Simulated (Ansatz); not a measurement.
# C2H7AlOS: the cost of one run

Method: RKS PBE0-D4/def2-SVP, in Ansatz 0.2.0.

### 1 The starting structure

Bond lengths: Al1–C2 1.963 Å, C2–O3 1.405 Å, O3–C4 1.409 Å, C4–S5 1.883 Å, Al1–H6 1.576 Å, Al1–H7 1.632 Å, C2–H8 1.072 Å, C2–H9 1.121 Å, C4–H10 1.033 Å, C4–H11 1.135 Å, S5–H12 1.420 Å. Angles (14 of 17 angles, heavy atoms first): Al1–C2–O3 108.8°, C2–O3–C4 112.9°, O3–C4–S5 106.6°, Al1–C2–H8 109.2°, Al1–C2–H9 103.5°, O3–C2–H8 109.4°, O3–C2–H9 112.9°, C2–Al1–H6 123.6°, C2–Al1–H7 118.9°, O3–C4–H10 112.5°, O3–C4–H11 111.5°, S5–C4–H10 108.5°, S5–C4–H11 106.1°, C4–S5–H12 90.4°.

As a file:

```xyz
12

Al   -0.3988    1.1141    2.1059
C    -0.2282   -0.2877    0.7418
O     0.5773    0.1924   -0.3039
C     0.7599   -0.7524   -1.3333
S    -0.6799   -0.5334   -2.5262
H     0.8318    1.7701    2.8405
H    -1.8772    1.7254    2.4286
H    -1.2004   -0.5275    0.3598
H     0.2422   -1.1387    1.2992
H     1.6408   -0.6056   -1.8531
H     0.6845   -1.8152   -0.9411
H    -0.2751    0.8035   -2.7842
```

### 2 End point A

File input.yaml:

```yaml
crystal:
  periodic: [false, false, false]
  atoms:
    - { symbol: Al, position_ang: [-0.3988, 1.1141, 2.1059] }
    - { symbol: C, position_ang: [-0.2282, -0.2877, 0.7418] }
    - { symbol: O, position_ang: [0.5773, 0.1924, -0.3039] }
    - { symbol: C, position_ang: [0.7599, -0.7524, -1.3333] }
    - { symbol: S, position_ang: [-0.6799, -0.5334, -2.5262] }
    - { symbol: H, position_ang: [0.8318, 1.7701, 2.8405] }
    - { symbol: H, position_ang: [-1.8772, 1.7254, 2.4286] }
    - { symbol: H, position_ang: [-1.2004, -0.5275, 0.3598] }
    - { symbol: H, position_ang: [0.2422, -1.1387, 1.2992] }
    - { symbol: H, position_ang: [1.6408, -0.6056, -1.8531] }
    - { symbol: H, position_ang: [0.6845, -1.8152, -0.9411] }
    - { symbol: H, position_ang: [-0.2751, 0.8035, -2.7842] }
basis:
  gaussian: { orbitals: def2-SVP }
hamiltonian:
  xc: pbe0
  dispersion: d4
relax:
  f_tol: 0.015
  max_steps: 40
output:
  orbitals: {}
```

On the command line:

```console
$ ansatz run input.yaml --threads 2 --pin off --max-ram 3072MiB --backend cpu --events-out ev --progress --plain --runs-dir out
```

Q: Estimate wall time and peak memory on 2 threads of Arm Neoverse V1, shared host.

About 84 s, with a peak of 0.26 GiB.
